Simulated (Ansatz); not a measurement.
# EuFe4As12: the cost of one run

Computed with Ansatz 0.2.0 (DFT PBE+U (U_eff = 6 eV on Eu 4f), scalar-relativistic, plane waves, PAW, unless a step's input says otherwise).

**1. The system as given**

Symmetry: Im-3, No. 204, cubic system. Conventional cell: a = 8.366 Å, b = 8.366 Å, c = 8.366 Å, α = 90.00°, β = 90.00°, γ = 90.00°. Around Eu (site symmetry m-3) lie 12 As at 3.16 Å and 8 Fe at 3.62 Å. Around Fe (site symmetry -3) lie 6 As at 2.37 Å. As (site symmetry m) is surrounded by 2 Fe at 2.37 Å and 2 As at 2.60 to 2.61 Å and 1 Eu at 3.16 Å.

Structure file:

```xyz
17
Lattice="-4.1832 4.1832 4.1832 4.1832 -4.1832 4.1832 4.1832 4.1832 -4.1832" Properties=species:S:1:pos:R:3 pbc="T T T"
Eu    0.0000    0.0000    0.0000
Fe   -2.0916    2.0916    2.0916
Fe    2.0916   -2.0916    2.0916
Fe    2.0916    2.0916   -2.0916
Fe    2.0916    2.0916    2.0916
As    4.1832    2.8798    1.3014
As    0.0000    1.3034    2.8818
As    0.0000    1.3034    5.4846
As    4.1832    2.8798   -1.3014
As   -1.3014    4.1832    2.8798
As    5.4846    0.0000    1.3034
As    2.8818    0.0000    1.3034
As    1.3014    4.1832    2.8798
As    1.3034    5.4846    0.0000
As    2.8798   -1.3014    4.1832
As    1.3034    2.8818    0.0000
As    2.8798    1.3014    4.1832
```

This cell comes from an earlier session at PBE+U (U_eff = 6 eV on Eu 4f): 17.224 Å³/atom at 0.00 GPa, on a 6×6×6 mesh.

**2. Coarse mesh, to find the state of the open shells**

input.yaml

```yaml
crystal:
  lattice:
    - [-4.1831733843, 4.1831733843, 4.1831733843]
    - [4.1831733843, -4.1831733843, 4.1831733843]
    - [4.1831733843, 4.1831733843, -4.1831733843]
  atoms:
    - { symbol: Eu, position: [0.0, 0.0, 0.0], spin: 7.0 }
    - { symbol: Fe, position: [0.5, 0.0, 0.0], spin: -2.5 }
    - { symbol: Fe, position: [0.0, 0.5, 0.0], spin: -2.5 }
    - { symbol: Fe, position: [0.0, 0.0, 0.5], spin: -2.5 }
    - { symbol: Fe, position: [0.5, 0.5, 0.5], spin: -2.5 }
    - { symbol: As, position: [0.4997640207, 0.6555505879, 0.8442134328] }
    - { symbol: As, position: [0.5002359793, 0.3444494121, 0.1557865672] }
    - { symbol: As, position: [0.811337155, 0.6555505879, 0.1557865672] }
    - { symbol: As, position: [0.188662845, 0.3444494121, 0.8442134328] }
    - { symbol: As, position: [0.8442134328, 0.188662845, 0.3444494121] }
    - { symbol: As, position: [0.1557865672, 0.811337155, 0.6555505879] }
    - { symbol: As, position: [0.1557865672, 0.5002359793, 0.3444494121] }
    - { symbol: As, position: [0.8442134328, 0.4997640207, 0.6555505879] }
    - { symbol: As, position: [0.6555505879, 0.1557865672, 0.811337155] }
    - { symbol: As, position: [0.3444494121, 0.8442134328, 0.188662845] }
    - { symbol: As, position: [0.3444494121, 0.1557865672, 0.5002359793] }
    - { symbol: As, position: [0.6555505879, 0.8442134328, 0.4997640207] }
basis:
  ecutwfc: 420
  ecutrho_ratio: 4
kpoints:
  mp_grid: { grid: [3, 3, 3] }
hamiltonian:
  xc: pbe
  hubbard: { sites: [{ species: Eu, l: f, u_eff: 6.0 }] }
scf:
  occupations: { method: gaussian, width: 0.05 }
output:
  forces: true
  stress: true
  eigenvalues: true
  populations: true
  hubbard: { sites: [{ species: Eu, l: f }] }
magnetization:
  spin_polarized: true
```

Run with:

```bash
> ansatz run input.yaml --threads 8 --pin off --max-ram 22528MiB --backend cpu --events-out ev --progress --plain --runs-dir out
```

**Question.** How long does this run take on 8 threads of Intel Xeon at 2.50GHz (Skylake/Cascade Lake), shared host, and how much memory does it need?

About 38 s, with a peak of 1.9 GiB.
